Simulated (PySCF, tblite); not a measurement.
# C6H12NPSi: geometry, infrared bands and NMR shifts

What infrared bands and NMR shifts should C6H12NPSi (`C=CCP([SiH3])CCC#N`) show?

Programs: tblite 0.8.0 and PySCF 2.14.0, with density-fitted response routines of our own. Each step states its level of theory. These are calculated values for one molecule in the gas phase, unless marked as measured. Atoms are numbered from 0 throughout.

### 1 The starting structure

21 atoms, charge 0, multiplicity 1; geometry from: force field or distance geometry start.

Bonds of the start (Å): C0–C1 1.35, C1–C2 1.50, C2–P3 1.83, P3–Si4 2.23, P3–C5 1.86, C5–C6 1.54, C6–C7 1.48, C7–N8 1.16, C0–H9 1.09, C0–H10 1.09, C1–H11 1.08, C2–H12 1.10, C2–H13 1.10, Si4–H14 1.49, Si4–H15 1.48, Si4–H16 1.48, C5–H17 1.10, C5–H18 1.11, C6–H19 1.09, C6–H20 1.10.

### 2 Optimising the geometry with GFN2-xTB

Job settings and geometry (Å):

```
{"job": {"kind": "relax", "xc": "GFN2-xTB", "basis": "xTB"}, "charge": 0, "multiplicity": 1}
C     -2.131300    -2.305500    -0.406100
C     -2.039900    -1.069900    -0.943100
C     -1.817100     0.168600    -0.126700
P     -0.217800     0.772700    -0.780400
Si    -0.096400     2.677300     0.368900
C      0.951400    -0.296900     0.195200
C      2.421100    -0.051200    -0.177500
C      3.306600    -0.933500     0.607100
N      3.996200    -1.635900     1.225900
H     -2.055000    -2.478900     0.666700
H     -2.319100    -3.166900    -1.042800
H     -2.164900    -0.969400    -2.009200
H     -1.818400    -0.022800     0.957000
H     -2.635200     0.872200    -0.348500
H     -1.129600     3.618900    -0.151100
H      1.270300     3.221500     0.193100
H     -0.331700     2.365200     1.793000
H      0.716300    -1.351600    -0.011700
H      0.802600    -0.155700     1.281300
H      2.581200    -0.234800    -1.237900
H      2.701900     0.993400     0.018700
```

Run with:

```
> OMP_NUM_THREADS=1 python probes_run.py task.json out
```

The driver reads the jobs from task.json and runs them one after another.

**Question.** This job is followed by: GFN2-xTB harmonic vibrations, gas phase; GIAO PBE0/pcSseg-1 NMR shielding, non-relativistic, gas phase. What will the session give for the following? strongest single infrared mode (GFN2-xTB); zero-point energy (GFN2-xTB); ¹³C shifts against TMS (PBE0/pcSseg-1); ¹H shifts against TMS (PBE0/pcSseg-1, means over atoms taken as alike); ³¹P shifts against H3PO4 (PBE0/pcSseg-1); ²⁹Si shifts against TMS (PBE0/pcSseg-1); ¹⁵N shifts against NH3 (PBE0/pcSseg-1).

As calculated:

| quantity | value |
| --- | --- |
| strongest single infrared mode (GFN2-xTB) | 750 cm⁻¹, 398 km/mol |
| zero-point energy (GFN2-xTB) | 98.8 kcal/mol |
| ¹³C shifts against TMS (PBE0/pcSseg-1) | 142.7, 124.2, 123.9, 36.5, 28.2, 15.3 ppm |
| ¹H shifts against TMS (PBE0/pcSseg-1, means over atoms taken as alike) | 6.06, 5.45, 5.39, 3.92, 2.47, 2.16, 1.92 ppm |
| ³¹P shifts against H3PO4 (PBE0/pcSseg-1) | -132.6 ppm |
| ²⁹Si shifts against TMS (PBE0/pcSseg-1) | -71.0 ppm |
| ¹⁵N shifts against NH3 (PBE0/pcSseg-1) | 298.8 ppm |

**Reading.** Over 130 steps the energy fell by 0.231 eV; of the close pairs, C2–P3 changed most, 1.830 to 1.875 Å. No mode is imaginary among the 57: a minimum at this level. Unscaled tight-binding wavenumbers are off by several per cent, some by more. Its intensities can rank the bands wrongly. C1 (alkene CH) lies farthest downfield among carbon, at 142.7 ppm; an sp2 carbon of a C=C bond. The most deshielded hydrogen is H11 (hydrogen on an alkene CH), at 6.06 ppm: olefinic region. At PBE0/pcSseg-1: Shielding is most anisotropic at N8 (span 494 ppm, paramagnetic term -371 ppm).
